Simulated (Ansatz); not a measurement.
# C2H6SSi: the cost of one run

All numbers are computed with Ansatz 0.2.0 through its Python package. The levels of theory stand in the script.

**1. Starting point**

Bond lengths: C1–Si2 1.842 Å, Si2–S3 2.143 Å, S3–C4 1.909 Å, C1–H5 1.096 Å, C1–H6 1.037 Å, C1–H7 1.144 Å, C4–H8 1.088 Å, C4–H9 1.018 Å, C4–H10 1.100 Å. Angles: C1–Si2–S3 108.1°, Si2–C1–H5 110.2°, Si2–C1–H6 115.5°, Si2–C1–H7 109.2°, H5–C1–H6 111.5°, H5–C1–H7 104.3°, H6–C1–H7 105.4°, Si2–S3–C4 102.6°, S3–C4–H8 108.7°, S3–C4–H9 110.1°, S3–C4–H10 105.1°, H8–C4–H9 110.3°, H8–C4–H10 108.6°, H9–C4–H10 113.9°.

No structure file is read: the coordinates are typed or built in the script.

**2. The code**

Contents of methods_c2h6ssi.py:

```python
from pathlib import Path

import ansatz
from ase import Atoms
import numpy as np


def main() -> None:
    atoms = Atoms(["C", "Si", "S", "C", "H", "H", "H", "H", "H", "H"], positions=[
        [-0.6574, 1.6253, 0.3704],
        [-0.9865, 0.7169, -1.1974],
        [-0.8963, -1.383, -0.7814],
        [0.9124, -1.6184, -0.2181],
        [-1.4173, 1.375, 1.1193],
        [0.3015, 1.5241, 0.7527],
        [-0.7954, 2.7471, 0.1909],
        [1.0741, -1.0403, 0.6899],
        [1.5495, -1.3105, -0.9501],
        [0.9986, -2.6876, 0.0268],
    ])
    system = ansatz.Crystal.molecule_from_ase(atoms)

    setup = system.calculation().basis(gaussian="def2-SVP")

    print("functional    E (Ha)        dipole (D)   HOMO (eV)  LUMO (eV)")
    for name in ["r2scan0", "hf", "blyp", "b3lyp", "r2scan"]:
        r = setup.functional(name).forces().orbitals().run(threads=1, backend="cpu", runs_dir="runs").report
        lines = Path(r["orbitals_path"]).read_text().splitlines()
        field_of = lambda key: [line.split("=")[1].strip() for line in lines if line.startswith(key)]
        orbitals = [(27.211386 * float(e), s, float(n)) for e, s, n in zip(field_of("Ene="), field_of("Spin="), field_of("Occup="))]
        homo = max(e for e, _, n in orbitals if n > 0.5)
        lumo = min(e for e, _, n in orbitals if n < 0.5)
        dipole = 4.803205 * np.linalg.norm(r["charge_distribution"]["dipole_moment_e_ang"])
        print(f"{name:10s} {r['free_energy_ev'] / 27.211386246:14.6f} {dipole:9.3f} {homo:11.3f} {lumo:10.3f}")


if __name__ == "__main__":
    main()
```

**3. The input behind the calls**

The engine receives this input (first run):

```yaml
crystal:
  periodic: [false, false, false]
  atoms:
    - { symbol: C, position_ang: [-0.6574, 1.6253, 0.3704] }
    - { symbol: Si, position_ang: [-0.9865, 0.7169, -1.1974] }
    - { symbol: S, position_ang: [-0.8963, -1.383, -0.7814] }
    - { symbol: C, position_ang: [0.9124, -1.6184, -0.2181] }
    - { symbol: H, position_ang: [-1.4173, 1.375, 1.1193] }
    - { symbol: H, position_ang: [0.3015, 1.5241, 0.7527] }
    - { symbol: H, position_ang: [-0.7954, 2.7471, 0.1909] }
    - { symbol: H, position_ang: [1.0741, -1.0403, 0.6899] }
    - { symbol: H, position_ang: [1.5495, -1.3105, -0.9501] }
    - { symbol: H, position_ang: [0.9986, -2.6876, 0.0268] }
basis:
  gaussian:
    orbitals: def2-SVP
hamiltonian:
  xc: r2scan0
output:
  orbitals: {}
  forces: true
```

**4. Running it**

Run with:

```bash
> python methods_c2h6ssi.py
```

**Question.** How long does this script take on 1 thread of Arm Neoverse V2, shared host, and how much memory does it need?

About 18 s, with a peak of 0.27 GiB.
